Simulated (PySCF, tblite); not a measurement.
# C2H4BBr3Si: geometry, infrared bands and NMR shifts

What infrared bands and NMR shifts should C2H4BBr3Si (`C=C(Br)B[SiH](Br)Br`) show?

The runs use tblite 0.8.0 and PySCF 2.14.0, with density-fitted response routines of our own; the level of theory stands in each step. All values are computed, except where a source is named. Atoms are numbered from 0 throughout.

## Step 1: The starting structure

11 atoms, charge 0, multiplicity 1; geometry from: force field or distance geometry start.

Bonds of the start (Å): C0–C1 1.33, C1–Br2 1.90, C1–B3 1.56, B3–Si4 1.96, Si4–Br5 2.23, Si4–Br6 2.26, C0–H7 1.07, C0–H8 1.10, B3–H9 1.21, Si4–H10 1.46.

## Step 2: Geometry optimisation with GFN2-xTB

What the job is given:

```
{"job": {"kind": "relax", "xc": "GFN2-xTB", "basis": "xTB"}, "charge": 0, "multiplicity": 1}
C     -2.211300    -0.299300     0.343500
C     -1.180200     0.415300    -0.103000
Br    -1.191800     2.319400    -0.077700
B      0.094100    -0.308800    -0.635100
Si     1.909600     0.200900    -0.107400
Br     2.360600    -0.343900     2.011300
Br     3.312900    -0.989600    -1.423600
H     -2.197500    -1.366800     0.341000
H     -3.066900     0.286600     0.703200
H     -0.017800    -1.513800    -0.693100
H      2.193700     1.602800    -0.385000
```

Command:

```console
> OMP_NUM_THREADS=1 python probes_run.py task.json out
```

The driver reads the jobs from task.json and runs them one after another.

**Question.** This job is followed by: GFN2-xTB harmonic vibrations, gas phase; GIAO PBE0/pcSseg-1 NMR shielding, non-relativistic, gas phase. What will the session give for the following? strongest single infrared mode (GFN2-xTB); zero-point energy (GFN2-xTB); 13C shifts against TMS (PBE0/pcSseg-1); 1H shifts against TMS (PBE0/pcSseg-1); 79Br shifts against HBr (PBE0/pcSseg-1, means over atoms taken as alike); 11B shifts against BF3·OEt2 (PBE0/pcSseg-1); 29Si shifts against TMS (PBE0/pcSseg-1).

The runs gave:

```
                                                                quantity                       value
                               strongest single infrared mode (GFN2-xTB)        695 cm⁻¹, 315 km/mol
                                            zero-point energy (GFN2-xTB)               34.5 kcal/mol
                                  13C shifts against TMS (PBE0/pcSseg-1)            169.0, 165.3 ppm
                                   1H shifts against TMS (PBE0/pcSseg-1)  7.55, 7.34, 7.12, 6.98 ppm
79Br shifts against HBr (PBE0/pcSseg-1, means over atoms taken as alike)                 745, 68 ppm
                             11B shifts against BF3·OEt2 (PBE0/pcSseg-1)                    75.8 ppm
                                 29Si shifts against TMS (PBE0/pcSseg-1)                    22.6 ppm
```

What this shows: Relaxing lowered the energy by 0.450 eV in 89 steps; the close pair that moved most is C1–Br2, from 1.904 to 1.946 Å. All 27 modes are real, so the xTB geometry is a minimum. The strongest single mode, at 695 cm⁻¹, moves mainly H10. Unscaled tight-binding wavenumbers are off by several per cent, some by more. Its intensities can rank the bands wrongly. C1 stands next to heavy halogen, whose spin-orbit shielding this run leaves out, so the computed shift lies too far downfield, most of all for carbon beside Br or I. At PBE0/pcSseg-1: Shielding is most anisotropic at Br2 (span 1454 ppm, paramagnetic term -1246 ppm). Spin-orbit coupling is left out, which matters for shieldings and couplings at and beside the heavy atoms.
